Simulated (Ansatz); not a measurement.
Crystal: Ta3AsAu2O13.

```
CELL_PARAMETERS angstrom
5.45204 0.00000 0.00000
-2.72602 4.72161 0.00000
0.00000 0.00000 9.57902
ATOMIC_POSITIONS crystal
Ta 0.00000 0.00000 0.19408
Ta 0.00000 0.00000 0.80592
Ta 0.66667 0.33333 0.00000
As 0.00000 0.00000 0.50000
Au 0.33333 0.66667 0.27428
Au 0.33333 0.66667 0.72572
O 0.00000 0.00000 0.00000
O 0.23947 0.97129 0.36402
O 0.02871 0.26818 0.36402
O 0.73182 0.76053 0.36402
O 0.23947 0.97129 0.63598
O 0.02871 0.26818 0.63598
O 0.73182 0.76053 0.63598
O 0.38452 0.33425 0.85844
O 0.66575 0.05026 0.85844
O 0.94974 0.61548 0.85844
O 0.38452 0.33425 0.14156
O 0.66575 0.05026 0.14156
O 0.94974 0.61548 0.14156
```

The cell was built by a generator and needn't be a form met in nature.

Base run:

```yaml
Program: Ansatz 0.2.0
Functional: PBE
Potentials_or_basis: all-electron LAPW, scalar-relativistic
Cutoff: 483 eV
Density_cutoff: 1932 eV
Basis_error_allowed: 0.003 eV/atom
k_mesh: 4 × 4 × 2
Occupations: fermi-dirac, width 0.05 eV
Spin: no spin polarisation
Hubbard_terms: Au d U = 3 eV, Ta d U = 3 eV
```

Its results: pressure 1.7 GPa; largest force 0.450 eV/Å.

Task: After a change of settings the same cell gave: pressure -6.2 GPa; largest force 0.282 eV/Å. Which change was it?
A. hubbard terms from Au d U = 3 eV, Ta d U = 3 eV to Au d U = 6 eV, Ta d U = 6 eV
B. k mesh from 4 × 4 × 2 to 6 × 6 × 3; hubbard terms from Au d U = 3 eV, Ta d U = 3 eV to none
C. functional from PBE to PBEsol; hubbard terms from Au d U = 3 eV, Ta d U = 3 eV to none
D. hubbard terms from Au d U = 3 eV, Ta d U = 3 eV to none

Result: C.

Caveats: the k mesh is thin for a metal, which can move the energy by tens of meV per atom; U is the effective U less J, on atomic orbitals that reach past the spheres (some runs); U without spin polarisation on a metal has little footing (some runs).

Not every run made on this cell is shown here.
